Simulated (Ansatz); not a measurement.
# CH₄F₂Si: basis-set convergence

Aim: see how fast density functionals converge with the basis set for CH₄F₂Si.

Method: one geometry, several basis sets; program: Ansatz 0.2.0, Gaussian basis.

Plan: PBE0-D4/def2-SVP; ωB97M-V/def2-SVP; PBE0-D4/def2-QZVPP; ωB97M-V/def2-QZVPP; the functionals' def2-TZVPP values are taken from earlier runs.

### Step 1. The geometry

An earlier PBE0-D4 in a triple-zeta def2 set relaxation fixed the geometry.

SMILES `FC(F)[SiH3]`, 8 atoms, charge 0, spin multiplicity 1.

Atoms are counted from 1 here; the program's logs count them from 0.

Bond lengths: F1–C2 1.366 Å, C2–F3 1.366 Å, C2–Si4 1.920 Å, C2–H5 1.097 Å, Si4–H6 1.484 Å, Si4–H7 1.481 Å, Si4–H8 1.484 Å. Angles: F1–C2–F3 107.4°, F1–C2–Si4 110.1°, F1–C2–H5 107.2°, F3–C2–Si4 110.1°, F3–C2–H5 107.2°, Si4–C2–H5 114.6°, C2–Si4–H6 108.1°, C2–Si4–H7 108.3°, C2–Si4–H8 108.1°, H6–Si4–H7 111.0°, H6–Si4–H8 110.2°, H7–Si4–H8 111.0°.

### Step 2. PBE0-D4 in def2-SVP

File in.yaml:

```yaml
crystal:
  periodic: [false, false, false]
  atoms:
    - {symbol: F, position_ang: [0.926306, -0.797962, 1.468108]}
    - {symbol: C, position_ang: [0.900209, -0.006806, 0.354828]}
    - {symbol: F, position_ang: [1.751442, -0.560651, -0.558773]}
    - {symbol: Si, position_ang: [-0.879799, 0.066828, -0.361182]}
    - {symbol: H, position_ang: [1.318265, 0.966595, 0.638986]}
    - {symbol: H, position_ang: [-1.765644, 0.662894, 0.668920]}
    - {symbol: H, position_ang: [-1.305227, -1.312363, -0.695308]}
    - {symbol: H, position_ang: [-0.853551, 0.924366, -1.571578]}
basis:
  gaussian: {orbitals: def2-SVP}
hamiltonian: {xc: pbe0, dispersion: d4}
output: {orbitals: {seedname: orbitals}}
```

Launch:

```console
$ ansatz run in.yaml --threads 2 --pin off --events-out ev --progress --plain --max-ram 4352MiB
```

The log of the run:

```text
Functional definition: PBE0
  name "PBE0"
  cite "Adamo & Barone, J. Chem. Phys. 110, 6158 (1999) doi:10.1063/1.478522"
  cite "Perdew, Burke & Ernzerhof, Phys. Rev. Lett. 77, 3865 (1996) doi:10.1103/PhysRevLett.77.3865"
  parent pbe
  parameter a = 0.25
  parameter kappa = 0.804
  parameter beta = 0.06672455060314922
  exchange = (1 - a)*pbe_x(kappa = kappa, mu = beta*pi^2/3) + a*exact_x
  correlation = pbe_c(beta = beta)
882 factors; their error is unknown
mean field evaluation 1: about -14394.5897 eV, gradient 2.4e1 eV
mean field evaluation 2: about -14394.5176 eV, gradient 2.6e1 eV
mean field evaluation 4: about -14395.4980 eV, gradient 1.1e0 eV
mean field evaluation 8: about -14395.5535 eV, gradient 1.7e-1 eV
mean field -14395.55351705 eV, -529.0268340950 hartree, gradient 3.0e-5 eV, S^2 0.000000; 0 other end points of the search recorded, 0 dependent functions left out
reference -14395.55353746 eV, -529.0268348449 hartree; 21, 21 occupied and 59, 59 virtual orbitals, 882 factors
Total energy: -14395.65392591 eV, -529.0305240527 hartree
```

Run time: 0.75 s. Hardware: 2 threads of AMD EPYC 7B13, shared host.

### Step 3. ωB97M-V in def2-SVP

Edit in.yaml of step 2 so:

```diff
@@ -13,3 +13,3 @@
   gaussian: {orbitals: def2-SVP}
-hamiltonian: {xc: pbe0, dispersion: d4}
+hamiltonian: {xc: {name: wB97M-V}}
 output: {orbitals: {seedname: orbitals}}
```

Same command.

The log of the run, shortened:

```text
Functional definition: wB97M-V
  name "wB97M-V"
  cite "Mardirossian & Head-Gordon, J. Chem. Phys. 144, 214110 (2016) doi:10.1063/1.4952647"
  cite "Becke, J. Chem. Phys. 107, 8554 (1997) doi:10.1063/1.475007"
  cite "Vydrov & Van Voorhis, J. Chem. Phys. 133, 244103 (2010) doi:10.1063/1.3521275"
  # Of w^i u^j: cxij and so on, Table III.
[...]
  gx(w, u) = 1 - cx + cx01*u + cx10*w
  gss(w, u) = css00 + css04*u^4 + css10*w + css20*w^2 + css43*w^4*u^3
  gos(w, u) = cos00 + cos10*w + (cos20 + cos21*u)*w^2 + (cos60 + cos61*u)*w^6
[...]
      + integral(e_c_pw_mod_opposite_spin*gos(b97_w_opposite, b97_u_opposite)) + vv10(b, c)
882 factors; their error is unknown
226 factors; integrals over basis functions are off by at most 5.6e-6 eV
[...]
mean field -14402.60080457 eV, -529.2858171344 hartree, gradient 2.5e-5 eV, S^2 0.000000; 0 other end points of the search recorded, 0 dependent functions left out
reference -14402.60083797 eV, -529.2858183619 hartree; 21, 21 occupied and 59, 59 virtual orbitals, 882 factors
Total energy: -14402.60083797 eV, -529.2858183619 hartree
```

Wall time 3 s (2 threads of AMD EPYC 7B13, shared host).

### Step 4. PBE0-D4 in def2-QZVPP

Edit in.yaml of step 3 so:

```diff
@@ -12,4 +12,4 @@
 basis:
-  gaussian: {orbitals: def2-SVP}
-hamiltonian: {xc: {name: wB97M-V}}
+  gaussian: {orbitals: "def2-QZVPP.json"}
+hamiltonian: {xc: pbe0, dispersion: d4}
 output: {orbitals: {seedname: orbitals}}
```

The command is unchanged.

The log of the run:

```text
Functional definition: PBE0
  name "PBE0"
  cite "Adamo & Barone, J. Chem. Phys. 110, 6158 (1999) doi:10.1063/1.478522"
  cite "Perdew, Burke & Ernzerhof, Phys. Rev. Lett. 77, 3865 (1996) doi:10.1103/PhysRevLett.77.3865"
  parent pbe
  parameter a = 0.25
  parameter kappa = 0.804
  parameter beta = 0.06672455060314922
  exchange = (1 - a)*pbe_x(kappa = kappa, mu = beta*pi^2/3) + a*exact_x
  correlation = pbe_c(beta = beta)
1178 factors; their error is unknown
mean field evaluation 1: about -14405.5086 eV, gradient 2.9e1 eV
mean field evaluation 2: about -14405.4397 eV, gradient 3.3e1 eV
mean field evaluation 4: about -14406.8724 eV, gradient 1.8e0 eV
mean field evaluation 8: about -14406.8752 eV, gradient 6.5e-2 eV
mean field evaluation 16: about -14406.8814 eV, gradient 3.5e-5 eV
mean field -14406.88140549 eV, -529.4431263166 hartree, gradient 3.5e-5 eV, S^2 0.000000; 0 other end points of the search recorded, 0 dependent functions left out
reference -14406.88144003 eV, -529.4431275860 hartree; 21, 21 occupied and 340, 340 virtual orbitals, 1178 factors
Total energy: -14406.98182849 eV, -529.4468167938 hartree
```

Wall time 5.5 s (2 threads of AMD EPYC 7B13, shared host); peak memory 0.91 GiB.

### Step 5. ωB97M-V in def2-QZVPP

Edit in.yaml of step 4 so:

```diff
@@ -13,3 +13,3 @@
   gaussian: {orbitals: "def2-QZVPP.json"}
-hamiltonian: {xc: pbe0, dispersion: d4}
+hamiltonian: {xc: {name: wB97M-V}}
 output: {orbitals: {seedname: orbitals}}
```

The command is unchanged.

The log of the run, shortened:

```text
Functional definition: wB97M-V
  name "wB97M-V"
  cite "Mardirossian & Head-Gordon, J. Chem. Phys. 144, 214110 (2016) doi:10.1063/1.4952647"
  cite "Becke, J. Chem. Phys. 107, 8554 (1997) doi:10.1063/1.475007"
  cite "Vydrov & Van Voorhis, J. Chem. Phys. 133, 244103 (2010) doi:10.1063/1.3521275"
  # Of w^i u^j: cxij and so on, Table III.
[...]
  gx(w, u) = 1 - cx + cx01*u + cx10*w
  gss(w, u) = css00 + css04*u^4 + css10*w + css20*w^2 + css43*w^4*u^3
  gos(w, u) = cos00 + cos10*w + (cos20 + cos21*u)*w^2 + (cos60 + cos61*u)*w^6
[...]
      + integral(e_c_pw_mod_opposite_spin*gos(b97_w_opposite, b97_u_opposite)) + vv10(b, c)
1158 factors; their error is unknown
263 factors; integrals over basis functions are off by at most 9.5e-6 eV
[...]
mean field -14414.12208446 eV, -529.7092163612 hartree, gradient 8.5e-5 eV, S^2 0.000000; 0 other end points of the search recorded, 0 dependent functions left out
reference -14414.12214081 eV, -529.7092184318 hartree; 21, 21 occupied and 340, 340 virtual orbitals, 1158 factors
Total energy: -14414.12214081 eV, -529.7092184318 hartree
```

It took 13 s on 2 threads of AMD EPYC 7B13, shared host; peak memory 1.1 GiB.

### Step 6. Density functionals: the series

The def2-TZVPP values come from earlier runs at the same geometry.

```tsv
functional	basis	functions	energy (eV)	from the largest (eV)	HOMO (eV)	LUMO (eV)
PBE0-D4	def2-SVP	80	-14395.6539	11.328	-8.61	0.76
PBE0-D4	def2-TZVPP	191	-14406.3695	0.612	-8.74	0.30
PBE0-D4	def2-QZVPP	361	-14406.9818	0.000	-8.77	0.12
ωB97M-V	def2-SVP	80	-14402.6008	11.521	-10.90	2.64
ωB97M-V	def2-TZVPP	191	-14413.5457	0.576	-11.06	1.89
ωB97M-V	def2-QZVPP	361	-14414.1221	0.000	-11.10	1.48
```

### Step 7. Outcome

```
                                       quantity           value
PBE0-D4: double and triple zeta above quadruple  11.33, 0.61 eV
ωB97M-V: double and triple zeta above quadruple  11.52, 0.58 eV
```

What this shows: PBE0-D4 gains 10.72 eV from double to triple zeta, then 0.61 eV more. These are total energies; as a rule much of such shifts cancels in differences, which this series doesn't test. The LUMO of ωB97M-V is positive and keeps falling with the basis (2.64 to 1.48 eV): an unbound level that the basis holds in place.

For PBE0-D4 the largest set took about 7 times as long as the smallest (5.5 s against 0.75 s).
